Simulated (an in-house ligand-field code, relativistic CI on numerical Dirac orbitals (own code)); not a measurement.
# d5 in a ligand field: terms for several parameter sets

Which terms of d5 lie lowest for given Racah parameters and ligand field?

The numbers are computed with an in-house ligand-field code version 1 (parametric ligand-field model of a d^n configuration (Racah B and C, spin-orbit zeta, crystal field), exact diagonalisation), except any that are marked as measured or tabulated.

**1. The atom as given**

- shell: d5
- set 1 (cm⁻¹): B = 1070, C = 4800, Oh, 10Dq = 20850
- set 2 (cm⁻¹): B = 970, C = 4630, Oh, 10Dq = 10950
- set 3 (cm⁻¹): B = 570, C = 2690, Oh, 10Dq = 26400
- set 4 (cm⁻¹): B = 380, C = 1520, Oh, 10Dq = 30000
- set 5 (cm⁻¹): B = 620, C = 2360, Td, 10Dq = -10300
- set 6 (cm⁻¹): B = 930, C = 3480, Td, 10Dq = -8150
- set 7 (cm⁻¹): B = 310, C = 1260, Oh, 10Dq = 4650
- set 8 (cm⁻¹): B = 1050, C = 5270, Oh, 10Dq = 12900

**2. Set 1**

Settings of the run:

```ini
n = 5
racah_B = 1070  # cm-1
racah_C = 4800  # cm-1
zeta = 0  # cm-1
symmetry = Oh
field = {"10Dq": 20850}  # cm-1
```

**3. Set 2**

Settings of the run:

```ini
n = 5
racah_B = 970  # cm-1
racah_C = 4630  # cm-1
zeta = 0  # cm-1
symmetry = Oh
field = {"10Dq": 10950}  # cm-1
```

**4. Set 3**

Settings of the run:

```ini
n = 5
racah_B = 570  # cm-1
racah_C = 2690  # cm-1
zeta = 0  # cm-1
symmetry = Oh
field = {"10Dq": 26400}  # cm-1
```

**5. Set 4**

Settings of the run:

```ini
n = 5
racah_B = 380  # cm-1
racah_C = 1520  # cm-1
zeta = 0  # cm-1
symmetry = Oh
field = {"10Dq": 30000}  # cm-1
```

**6. Set 5**

Settings of the run:

```ini
n = 5
racah_B = 620  # cm-1
racah_C = 2360  # cm-1
zeta = 0  # cm-1
symmetry = Td
field = {"10Dq": -10300}  # cm-1
```

**7. Set 6**

Settings of the run:

```ini
n = 5
racah_B = 930  # cm-1
racah_C = 3480  # cm-1
zeta = 0  # cm-1
symmetry = Td
field = {"10Dq": -8150}  # cm-1
```

**8. Set 7**

Settings of the run:

```ini
n = 5
racah_B = 310  # cm-1
racah_C = 1260  # cm-1
zeta = 0  # cm-1
symmetry = Oh
field = {"10Dq": 4650}  # cm-1
```

**9. Set 8**

Settings of the run:

```ini
n = 5
racah_B = 1050  # cm-1
racah_C = 5270  # cm-1
zeta = 0  # cm-1
symmetry = Oh
field = {"10Dq": 12900}  # cm-1
```

(Steps that only read results are left out.)

**Question.** What will these runs give? Wanted: lowest terms; sets at their largest spin, of those that allow S over 1.

**Answer**, as computed:

| set | 10Dq/B (size) | lowest | S | electrons in z² and x²-y² | first level of the same spin (cm⁻¹) |
| --- | --- | --- | --- | --- | --- |
| 1: Oh | 19.5 | 6A1 | 2.50 | 2.00 | - |
| 2: Oh | 11.3 | 6A1 | 2.50 | 2.00 | - |
| 3: Oh | 46.3 | 2T2 | 0.50 | 0.04 | 2A2 23120 |
| 4: Oh | 78.9 | 2T2 | 0.50 | 0.01 | 2A2 27792 |
| 5: Td | 16.6 | 6A1 | 2.50 | 2.00 | - |
| 6: Td | 8.8 | 6A1 | 2.50 | 2.00 | - |
| 7: Oh | 15.0 | 6A1 | 2.50 | 2.00 | - |
| 8: Oh | 12.3 | 6A1 | 2.50 | 2.00 | - |

```
                                                quantity                                                           value
                                            lowest terms  1: 6A1, 2: 6A1, 3: 2T2, 4: 2T2, 5: 6A1, 6: 6A1, 7: 6A1, 8: 6A1
sets at their largest spin, of those that allow S over 1                                                1, 2, 5, 6, 7, 8
```

**Reading.** 6 of 8 sets have the highest spin that their shell allows, S = 5/2. A negative 10Dq stands for a tetrahedral field. B, C and the field are free parameters here, not those of a compound.
